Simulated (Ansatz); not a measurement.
# SiGeBH5O: up Jacob's ladder to CCSD(T)

How much do the methods differ for SiGeBH5O? The plan is to run it at one geometry with functionals of several rungs and with coupled cluster. The yardstick is the atomisation energy at the CCSD(T) limit.

Computed with Ansatz 0.2.0, Gaussian basis. Level: functionals in def2-TZVPP, the program's frozen cores in correlated methods.

Levels to be run: PBE-D4, r2SCAN-D4, PBE0-D4, B3LYP-D4, ωB97X-V, ωB97M-V, B2PLYP; CCSD(T)/def2-TZVPP; MP2/def2-QZVPP; extrapolation to the limit.

## Step 1: The geometry

The geometry comes from an earlier relaxation with PBE0-D4/def2-TZVP; it is a stationary point, not always the lowest conformer.

9 atoms, charge 0, spin multiplicity 1.

Atoms are counted from 1 here; the program's logs count them from 0.

Bond lengths: Si1–B2 2.007 Å, Si1–H5 1.486 Å, Si1–H6 1.486 Å, Si1–H7 1.487 Å, B2–O3 1.289 Å, B2–Ge4 2.049 Å, O3–Ge4 2.008 Å, Ge4–H8 1.541 Å, Ge4–H9 1.541 Å. Angles: B2–Si1–H5 107.8°, B2–Si1–H6 107.9°, B2–Si1–H7 112.7°, H5–Si1–H6 108.9°, H5–Si1–H7 109.7°, H6–Si1–H7 109.7°, Si1–B2–O3 144.7°, Si1–B2–Ge4 145.5°, O3–B2–Ge4 69.8°, B2–O3–Ge4 73.2°, B2–Ge4–O3 37.0°, B2–Ge4–H8 119.2°, B2–Ge4–H9 119.1°, O3–Ge4–H8 101.0°, O3–Ge4–H9 101.0°, H8–Ge4–H9 108.0°.

Coordinates:

```
Si   -0.41421    1.45249   -1.07318
B     0.36340   -0.07643   -0.03208
O     1.44258   -0.73249    0.22634
Ge   -0.02788   -1.59182    1.28972
H    -1.48078    0.90717   -1.95280
H    -1.02581    2.39968   -0.10489
H     0.60049    2.16203   -1.89594
H     0.07689   -3.05316    0.81086
H     0.55381   -1.51377    2.71495
```

## Step 2: PBE-D4 (GGA)

The input, in.yaml:

```yaml
crystal:
  periodic: [false, false, false]
  atoms:
    - {symbol: Si, position_ang: [-0.414208, 1.452489, -1.073177]}
    - {symbol: B, position_ang: [0.363398, -0.076431, -0.032079]}
    - {symbol: O, position_ang: [1.442584, -0.732486, 0.226340]}
    - {symbol: Ge, position_ang: [-0.027884, -1.591820, 1.289719]}
    - {symbol: H, position_ang: [-1.480779, 0.907174, -1.952798]}
    - {symbol: H, position_ang: [-1.025807, 2.399680, -0.104885]}
    - {symbol: H, position_ang: [0.600494, 2.162027, -1.895937]}
    - {symbol: H, position_ang: [0.076892, -3.053163, 0.810865]}
    - {symbol: H, position_ang: [0.553811, -1.513769, 2.714953]}
basis:
  gaussian: {orbitals: def2-TZVPP}
hamiltonian: {xc: pbe, dispersion: d4}
output: {forces: true, orbitals: {seedname: orbitals}}
```

On the command line:

```console
$ ansatz run in.yaml --threads 4 --pin off --events-out ev --progress --plain --max-ram 10444MiB
```

The runs that follow: r2SCAN-D4 (meta-GGA); PBE0-D4 (hybrid); B3LYP-D4 (hybrid); ωB97X-V (range-separated); ωB97M-V (range-separated); B2PLYP (double hybrid); CCSD(T) in def2-TZVPP; MP2 in def2-QZVPP.

Before running them: what should the planned runs give, taken together? Wanted: atomisation energy, CCSD(T)/CBS; farthest; mean size of error, hybrid; mean size of error, range-separated; gap, smallest and largest; T1 diagnostic; triples share of the correlation energy.

**Answer**, as computed:

| quantity | value |
| --- | --- |
| atomisation energy, CCSD(T)/CBS | 29.690 eV |
| functionals within 0.297 eV (1.0 %) | r2SCAN-D4, PBE0-D4, B3LYP-D4, ωB97X-V, ωB97M-V |
| farthest | B2PLYP (-0.369 eV) |
| mean size of error, hybrid | 0.179 eV |
| mean size of error, range-separated | 0.107 eV |
| gap, smallest and largest | 3.49 eV (PBE-D4), 9.48 eV (ωB97X-V) |
| T1 diagnostic | 0.0164 |
| triples share of the correlation energy | 4.1 % |

In words: PBE-D4 is off by +0.299 eV, about 0.033 eV a bond. Double hybrids carry the basis error of their MP2 part in triple zeta, and no dispersion term here, so their miss is partly the set-up's. The reference freezes the cores and leaves out relativity and excitations past (T), and its outer-core shells are covered unevenly, so misses under about 0.297 eV can't be ranked. Hartree-Fock recovers 72 % of the binding; the rest is correlation. The gap grows from 3.5 to 9.5 eV across the functionals, mostly with the share of exact exchange. Correlated methods include outer-core shells of Ge, which these sets cover unevenly.
